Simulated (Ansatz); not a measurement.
# CdGeS2: what a guessed cell relaxes into

The task: take a trial cell of CdGeS2 to zero force and stress.

Program: Ansatz 0.2.0. Level of theory: DFT PBE, scalar-relativistic, plane waves, PAW. These are calculated values, not measurements.

### 1 Starting point

It takes space group P4/mmm (No. 123, tetragonal). Conventional cell: a = 4.960 Å, b = 4.960 Å, c = 3.013 Å, α = 90.00°, β = 90.00°, γ = 90.00°. Cd (site symmetry 4/mmm) has 8 S at 2.90 Å and 2 Cd at 3.01 Å as nearest neighbours. Around Ge (site symmetry 4/mmm) lie 4 S at 2.48 Å. S (site symmetry mmm) has 2 Ge at 2.48 Å and 4 Cd at 2.90 Å as nearest neighbours.

Coordinates:

```cif
data_structure
_symmetry_space_group_name_H-M 'P 1'
_symmetry_Int_Tables_number 1
_cell_length_a 4.9599
_cell_length_b 4.9599
_cell_length_c 3.0130
_cell_angle_alpha 90.000
_cell_angle_beta 90.000
_cell_angle_gamma 90.000
_cell_volume 74.12
loop_
_atom_site_label
_atom_site_type_symbol
_atom_site_fract_x
_atom_site_fract_y
_atom_site_fract_z
_atom_site_occupancy
Cd1 Cd 0.50000 0.50000 0.50000 1
Ge1 Ge 0.00000 0.00000 0.00000 1
S1 S 0.50000 0.00000 0.00000 1
S2 S 0.00000 0.50000 0.00000 1
```

A structure generator made this guess: perovskite family, infinite layers (P4/mmm, No. 123). The dimensions are guesses.

### 2 A first look at the guess

Contents of input.yaml:

```yaml
crystal:
  lattice:
    - [4.95994846, 0.0, 0.0]
    - [0.0, 4.95994846, 0.0]
    - [0.0, 0.0, 3.01302252]
  atoms:
    - { symbol: Cd, position: [0.5, 0.5, 0.5] }
    - { symbol: Ge, position: [0.0, 0.0, 0.0] }
    - { symbol: S, position: [0.5, 0.0, 0.0] }
    - { symbol: S, position: [0.0, 0.5, 0.0] }
basis:
  ecutwfc: 420
kpoints:
  mp_grid: { grid: [4, 4, 6] }
hamiltonian:
  xc: pbe
scf:
  occupations: { method: gaussian, width: 0.1 }
  lower_state_search: "off"
output:
  forces: true
  stress: true
  eigenvalues: true
```

Started as:

```console
ansatz run input.yaml --threads 1 --pin off --max-ram 2048MiB --backend cpu --events-out ev --progress --plain --runs-dir out
```

Further runs follow: a loose first relaxation; final relaxation.

Before running it: what results should come out? Wanted: conventional cell; volume; energy over the elements; gap on the mesh.

**Answer**, as computed:

```
                              quantity                                                                      value
symmetry at the end (tolerance 0.05 Å)                                               space group P4/mmm (No. 123)
                     conventional cell  a = 4.871 Å, b = 4.871 Å, c = 3.448 Å, α = 90.00°, β = 90.00°, γ = 90.00°
                                volume                                                              20.45 Å³/atom
              energy over the elements                                                              -0.02 eV/atom
                       gap on the mesh                                                               none (metal)
```

**Reading.** The space group P4/mmm (No. 123) is kept, and the volume per atom grows by 10.3 % from the first guess. The formation energy of this structure is too near zero to say whether it is bound against the elements. No finished test with a distortion of lower symmetry is shown, so the end may be a saddle point.
